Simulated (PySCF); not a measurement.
**C4H7F3O2SSi: NMR shifts in solvents**

Aim: compute the NMR shifts of C4H7F3O2SSi (`CC(=O)O[SiH2]SCC(F)(F)F`), and see what a dielectric continuum does where one was used.

The runs use PySCF 2.14.0, with density-fitted response routines of our own; the level of theory stands in each step. All values are computed, except where a source is named. Atoms are numbered from 0 throughout.

## (1) The molecule as given

18 atoms, charge 0, multiplicity 1; geometry from: GFN2-xTB.

Bonds of the start (Å): C0–C1 1.50, C1–O2 1.20, C1–O3 1.33, O3–Si4 1.65, Si4–S5 2.14, S5–C6 1.82, C6–C7 1.51, C7–F8 1.34, C7–F9 1.35, C7–F10 1.33, C0–H11 1.09, C0–H12 1.09, C0–H13 1.09, Si4–H14 1.45, Si4–H15 1.45, C6–H16 1.09, C6–H17 1.09.

## (2) Optimising the geometry at PBE0-D3(BJ)/def2-SVP

What the job is given:

```
{"job": {"xc": "PBE0", "basis": "def2-SVP", "d3": "d3bj", "grid": 1, "kind": "geom"}, "charge": 0, "multiplicity": 1}
C     -3.921905     0.309153    -0.727047
C     -2.654874    -0.239315    -0.151233
O     -2.572999    -1.107668     0.672878
O     -1.562180     0.334977    -0.655138
Si    -0.095840    -0.220664    -0.145870
S      1.134137     1.169604    -1.219010
C      2.731594     0.900050    -0.390207
C      3.193646    -0.539530    -0.424605
F      4.512045    -0.628243    -0.185643
F      2.596898    -1.287144     0.521385
F      2.974374    -1.153411    -1.587609
H     -4.000067    -0.013744    -1.763780
H     -3.890401     1.395721    -0.715775
H     -4.776027    -0.056896    -0.165537
H      0.099525    -1.580735    -0.612932
H      0.087888    -0.002152     1.278904
H      3.462145     1.510547    -0.921102
H      2.673283     1.215770     0.651146
```

The program printed:

```text
step   0  E = -1292.84946535  max force = 0.024367
step   1  E = -1292.85449159  max force = 0.006655
step   2  E = -1292.85537179  max force = 0.001902
step   3  E = -1292.85620948  max force = 0.008694
step   4  E = -1292.85662445  max force = 0.006440
step   5  E = -1292.85695293  max force = 0.002658
step   6  E = -1292.85705033  max force = 0.001874
step   7  E = -1292.85709277  max force = 0.000440
step   8  E = -1292.85709937  max force = 0.000259
optimisation converged
```

Wall time 4.1 min (1 thread, shared host).

Step by step:

| step | energy from step 0 (eV) | largest force component (eV/Å) |
| --- | --- | --- |
| 0 | 0.0000 | 1.2530 |
| 1 | -0.1368 | 0.3422 |
| 2 | -0.1607 | 0.0978 |
| 3 | -0.1835 | 0.4471 |
| 4 | -0.1948 | 0.3312 |
| 5 | -0.2037 | 0.1367 |
| 6 | -0.2064 | 0.0964 |
| 7 | -0.2076 | 0.0226 |
| 8 | -0.2077 | 0.0133 |

Close pairs (by a distance rule), those that changed most:

| bond | before (Å) | after (Å) | change (Å) |
| --- | --- | --- | --- |
| O3–Si4 | 1.649 | 1.717 | +0.068 |
| Si4–H15 | 1.453 | 1.485 | +0.032 |
| Si4–H14 | 1.451 | 1.481 | +0.030 |
| C0–H11 | 1.089 | 1.101 | +0.012 |
| C0–H12 | 1.087 | 1.099 | +0.012 |
| C6–H17 | 1.090 | 1.100 | +0.010 |
| C0–H13 | 1.086 | 1.095 | +0.010 |
| C6–H16 | 1.090 | 1.099 | +0.009 |

The final coordinates are the input of the step that follows.

| at the end point | value |
| --- | --- |
| point group (found at 0.08 Å tolerance) | C1 |
| rotational constants (GHz, main isotopes) | 2.282, 0.337, 0.313 |
| dipole moment (D) | 2.34 |

## (3) Nuclear shieldings: PBE0/pcSseg-1 in chloroform

What the job is given:

```
{"job": {"kind": "nmr", "xc": "PBE0", "basis": "pcSseg-1", "solvent": "chloroform", "pop": true}, "charge": 0, "multiplicity": 1}
C     -3.992931     0.439089    -0.693262
C     -2.714549    -0.122558    -0.159228
O     -2.618259    -0.945065     0.718818
O     -1.625881     0.369355    -0.766761
Si    -0.141798    -0.332357    -0.263151
S      1.224266     0.792799    -1.487189
C      2.687952     0.778565    -0.414379
C      3.395858    -0.554086    -0.352892
F      4.465081    -0.472784     0.443014
F      2.591112    -1.502279     0.154146
F      3.803844    -0.968679    -1.545288
H     -4.122005     0.106800    -1.734488
H     -3.944621     1.536827    -0.708254
H     -4.836617     0.094545    -0.085737
H     -0.174095    -1.776148    -0.591650
H      0.165075    -0.041156     1.160825
H      3.390602     1.515421    -0.827572
H      2.440735     1.081457     0.613766
```

Level: GIAO PBE0/pcSseg-1 NMR shielding, non-relativistic, IEF-PCM chloroform.

The program printed:

```text
coarse grid: 17368 points
cycle   1  E = -1293.0672870468  dE =  1.725e+00  |g| = 1.238e+00  |ddm| = 3.832e+00
cycle   2  E = -1292.7025165255  dE =  3.648e-01  |g| = 1.934e+00  |ddm| = 1.787e+00
cycle   3  E = -1293.3267285354  dE = -6.242e-01  |g| = 2.265e-01  |ddm| = 1.168e+00
cycle   4  E = -1293.3348600728  dE = -8.132e-03  |g| = 9.781e-02  |ddm| = 1.899e-01
cycle   5  E = -1293.3363764091  dE = -1.516e-03  |g| = 2.503e-02  |ddm| = 6.379e-02
cycle   6  E = -1293.3365039990  dE = -1.276e-04  |g| = 4.796e-03  |ddm| = 2.021e-02
cycle   7  E = -1293.3365082235  dE = -4.224e-06  |g| = 1.622e-03  |ddm| = 4.035e-03
final grid: 163336 points
cycle   8  E = -1293.4417913920  dE = -3.687e-05  |g| = 1.445e-02  |ddm| = 2.711e-02
cycle   9  E = -1293.4417388922  dE =  5.250e-05  |g| = 2.239e-02  |ddm| = 2.235e-02
cycle  10  E = -1293.4418291175  dE = -9.023e-05  |g| = 2.035e-03  |ddm| = 1.344e-02
cycle  11  E = -1293.4418298419  dE = -7.244e-07  |g| = 5.031e-04  |ddm| = 1.569e-03
cycle  12  E = -1293.4418298818  dE = -3.992e-08  |g| = 1.837e-04  |ddm| = 4.270e-04
cycle  13  E = -1293.4418298884  dE = -6.521e-09  |g| = 2.944e-05  |ddm| = 1.621e-04
cycle  14  E = -1293.4418298885  dE = -1.760e-10  |g| = 1.083e-05  |ddm| = 3.326e-05
converged SCF energy = -1293.4418298885

GIAO shielding tensors (ppm)
atom      isotropic    diamagn.    paramagn.     s11        s22        s33       span
  0 C      161.981     246.933     -84.953    141.885    150.470    193.587     51.701
  1 C        3.402     249.522    -246.120    -94.313     31.058     73.461    167.775
  2 O     -114.966     407.074    -522.040   -349.906   -227.922    232.932    582.839
  3 O      111.373     406.282    -294.909    -37.616    148.118    223.616    261.231
  4 Si     348.537     882.004    -533.466    324.367    344.417    376.828     52.461
  5 S      675.406    1061.203    -385.796    571.872    609.279    845.068    273.196
  6 C      149.344     254.572    -105.229    129.519    149.664    168.847     39.328
  7 C       53.539     247.132    -193.593     48.776     52.839     59.002     10.225
  8 F      258.903     467.381    -208.478    173.431    263.203    340.074    166.643
  9 F      262.552     480.618    -218.065    181.029    258.790    347.838    166.809
 10 F      263.714     470.653    -206.939    185.023    266.303    339.817    154.794
 11 H       28.784      25.710       3.074     25.143     27.754     33.456      8.312
 12 H       28.856      27.022       1.834     24.869     28.344     33.354      8.485
 13 H       29.377      24.466       4.911     25.124     27.622     35.384     10.260
 14 H       25.712      31.493      -5.780     20.961     26.332     29.844      8.882
 15 H       25.851      32.649      -6.798     21.832     26.252     29.469      7.636
 16 H       28.031      28.096      -0.065     21.936     27.122     35.036     13.100
 17 H       28.330      32.234      -3.904     22.815     28.123     34.052     11.237
```

It took 63 s on 1 thread, shared host.

Shifts follow as δ = σ(reference) − σ, with reference shieldings (ppm) from runs at the same level and on the same kind of geometry: ¹H TMS 31.25, ¹³C TMS 185.2, ²⁹Si TMS 351.9, ¹⁹F CFCl3 179.6, ¹⁷O H2O 341.0, ³³S CS2 495. The references are single molecules in the same continuum, so shifts against H2O, NH3, PH3, H3PO4 or CFCl3 are not on the usual liquid scales and can be off by tens of ppm. Atoms listed in one row are averaged.

| atoms | environment | σ (ppm) | δ (ppm) |
| --- | --- | --- | --- |
| C1 | carbonyl carbon | 3.4 | 181.8 |
| C7 | CF3 carbon | 53.5 | 131.6 |
| C6 | sp3 CH2 bonded to S | 149.3 | 35.8 |
| C0 | methyl carbon α to a carbonyl | 162.0 | 23.2 |
| H14, H15 | hydrogen on a silicon bonded to O, S | 25.78 | 5.47 |
| H16, H17 | hydrogen on an sp3 CH2 bonded to S | 28.18 | 3.07 |
| H11, H12, H13 | hydrogen on a methyl carbon α to a carbonyl | 29.01 | 2.24 |
| O2 | carbonyl oxygen | -115.0 | 455.9 |
| O3 | oxygen bonded to C, Si | 111.4 | 229.6 |
| Si4 | silicon bonded to O, S, 2 H | 348.5 | 3.3 |
| S5 | sulfur bonded to C, Si | 675 | -180 |
| F8, F9, F10 | fluorine of a CF3 group | 261.7 | -82.1 |

The run also stored atomic charges by several schemes (e):

| atoms | Mulliken | IAO | Hirshfeld | ESP fit |
| --- | --- | --- | --- | --- |
| C0 | -0.24 | -0.47 | -0.11 | -0.65 |
| C1 | 0.41 | 0.55 | 0.23 | 0.88 |
| O2 | -0.45 | -0.48 | -0.27 | -0.59 |
| O3 | -0.58 | -0.59 | -0.20 | -0.46 |
| Si4 | 0.76 | 0.88 | 0.35 | 0.50 |
| S5 | -0.26 | -0.17 | -0.10 | -0.22 |
| C6 | -0.42 | -0.39 | -0.09 | -0.55 |
| C7 | 0.79 | 0.81 | 0.25 | 0.66 |
| F8, F9, F10 | -0.26 | -0.28 | -0.09 | -0.20 |

Mayer bond orders: C0–C1 1.01, C1–O2 1.90, C1–O3 1.07, O3–Si4 0.81, Si4–S5 0.92, S5–C6 1.02, C6–C7 0.98, C7–F8 1.00, C7–F9 0.97, C7–F10 1.03.

## (4) NMR shieldings: PBE0/pcSseg-1 in methanol

The job, as its differences from that of step 3:

```diff
@@ -1,2 +1,2 @@
-{"job": {"kind": "nmr", "xc": "PBE0", "basis": "pcSseg-1", "solvent": "chloroform", "pop": true}, "charge": 0, "multiplicity": 1}
+{"job": {"kind": "nmr", "xc": "PBE0", "basis": "pcSseg-1", "solvent": "methanol", "pop": false}, "charge": 0, "multiplicity": 1}
 C     -3.992931     0.439089    -0.693262
```

Level: GIAO PBE0/pcSseg-1 NMR shielding, non-relativistic, IEF-PCM methanol.

The program printed:

```text
coarse grid: 17368 points
cycle   1  E = -1293.0734662814  dE =  1.719e+00  |g| = 1.233e+00  |ddm| = 3.832e+00
cycle   2  E = -1292.7259506089  dE =  3.475e-01  |g| = 1.907e+00  |ddm| = 1.743e+00
cycle   3  E = -1293.3313770021  dE = -6.054e-01  |g| = 2.094e-01  |ddm| = 1.129e+00
cycle   4  E = -1293.3381927192  dE = -6.816e-03  |g| = 9.461e-02  |ddm| = 1.754e-01
cycle   5  E = -1293.3396118192  dE = -1.419e-03  |g| = 2.399e-02  |ddm| = 6.092e-02
cycle   6  E = -1293.3397278524  dE = -1.160e-04  |g| = 4.530e-03  |ddm| = 1.924e-02
cycle   7  E = -1293.3397315317  dE = -3.679e-06  |g| = 1.585e-03  |ddm| = 3.617e-03
final grid: 163336 points
cycle   8  E = -1293.4450064916  dE = -3.733e-05  |g| = 1.437e-02  |ddm| = 2.706e-02
cycle   9  E = -1293.4449567549  dE =  4.974e-05  |g| = 2.203e-02  |ddm| = 2.195e-02
cycle  10  E = -1293.4450438978  dE = -8.714e-05  |g| = 1.898e-03  |ddm| = 1.304e-02
cycle  11  E = -1293.4450445283  dE = -6.305e-07  |g| = 4.792e-04  |ddm| = 1.466e-03
cycle  12  E = -1293.4450445634  dE = -3.512e-08  |g| = 1.864e-04  |ddm| = 4.033e-04
cycle  13  E = -1293.4450445700  dE = -6.632e-09  |g| = 2.827e-05  |ddm| = 1.583e-04
cycle  14  E = -1293.4450445702  dE = -1.528e-10  |g| = 1.079e-05  |ddm| = 2.940e-05
converged SCF energy = -1293.4450445702

GIAO shielding tensors (ppm)
atom      isotropic    diamagn.    paramagn.     s11        s22        s33       span
  0 C      161.867     246.865     -84.997    141.875    149.815    193.913     52.038
  1 C        2.465     249.412    -246.947    -94.565     28.520     73.441    168.007
  2 O     -107.396     407.512    -514.908   -339.096   -217.655    234.562    573.658
  3 O      111.584     406.395    -294.811    -38.052    149.460    223.344    261.396
  4 Si     348.551     882.084    -533.533    325.047    343.693    376.915     51.868
  5 S      678.447    1061.327    -382.880    574.802    612.482    848.055    273.253
  6 C      149.618     254.611    -104.993    129.757    149.934    169.164     39.407
  7 C       53.338     247.280    -193.942     48.302     52.475     59.236     10.934
  8 F      259.419     467.338    -207.918    173.793    264.017    340.448    166.654
  9 F      262.895     480.778    -217.883    181.157    259.326    348.203    167.045
 10 F      264.640     470.754    -206.113    185.902    267.444    340.575    154.673
 11 H       28.706      25.577       3.129     25.050     27.650     33.418      8.368
 12 H       28.785      26.902       1.884     24.784     28.251     33.322      8.538
 13 H       29.360      24.379       4.981     25.095     27.596     35.389     10.293
 14 H       25.730      31.565      -5.835     20.981     26.364     29.844      8.863
 15 H       25.802      32.603      -6.800     21.759     26.214     29.435      7.676
 16 H       27.915      27.919      -0.004     21.776     26.976     34.991     13.215
 17 H       28.189      32.039      -3.850     22.645     27.945     33.978     11.333
```

Wall time 60 s (1 thread, shared host).

In short: δ C1 183.0, C7 132.1, C6 35.8, C0 23.6, H14 5.47, H16 3.19 ppm (means over like atoms).

## (5) Run by run: NMR shifts

Shifts (ppm) of some atoms, chosen among heavy atoms and hydrogens apart, means over like atoms, with basis size and wall time:

| run | C1 | C7 | H16 | H11 | O2 | O3 | S5 | functions | time |
| --- | --- | --- | --- | --- | --- | --- | --- | --- | --- |
| PBE0/pcSseg-1 in chloroform | 181.8 | 131.6 | 3.07 | 2.24 | 455.9 | 229.6 | -180 | 236 | 63 s |
| PBE0/pcSseg-1 in methanol | 183.0 | 132.1 | 3.19 | 2.29 | 450.4 | 231.4 | -183 | 236 | 60 s |

The continuum's effect on the ground state:

| solvent | ε | polarisation energy (Eh) | μ (D) |
| --- | --- | --- | --- |
| chloroform | 4.71 | -0.0093 | 2.73 |
| methanol | 32.61 | -0.0133 | 2.88 |

## (6) Outcome

| quantity | value |
| --- | --- |
| point group | C1 |
| rotational constants (main isotopes) | 2.28, 0.34, 0.31 GHz |
| ¹³C shifts against TMS (PBE0/pcSseg-1, chloroform) | 181.8, 131.6, 35.8, 23.2 ppm |
| ¹H shifts against TMS (PBE0/pcSseg-1, chloroform, means over atoms taken as alike) | 5.47, 3.07, 2.24 ppm |
| ¹⁷O shifts against H2O (PBE0/pcSseg-1, chloroform) | 455.9, 229.6 ppm |
| ²⁹Si shifts against TMS (PBE0/pcSseg-1, chloroform) | 3.3 ppm |
| ³³S shifts against CS2 (PBE0/pcSseg-1, chloroform) | -180 ppm |
| ¹⁹F shifts against CFCl3 (PBE0/pcSseg-1, chloroform, means over atoms taken as alike) | -82.1 ppm |
| range of the shift of O2 | 450.4 to 455.9 ppm |

**Reading.** Over 8 steps the energy fell by 0.208 eV; of the close pairs, O3–Si4 changed most, 1.649 to 1.717 Å. At PBE0/pcSseg-1: The largest span, 583 ppm, is at O2, where the paramagnetic term is -522 ppm. Across the 2 runs the shift of O2 moves most, between 450.4 (PBE0/pcSseg-1 in methanol) and 455.9 ppm (PBE0/pcSseg-1 in chloroform). The continuum holds electrostatics alone: no hydrogen bonds to the solvent, and the gas-phase geometry is kept.
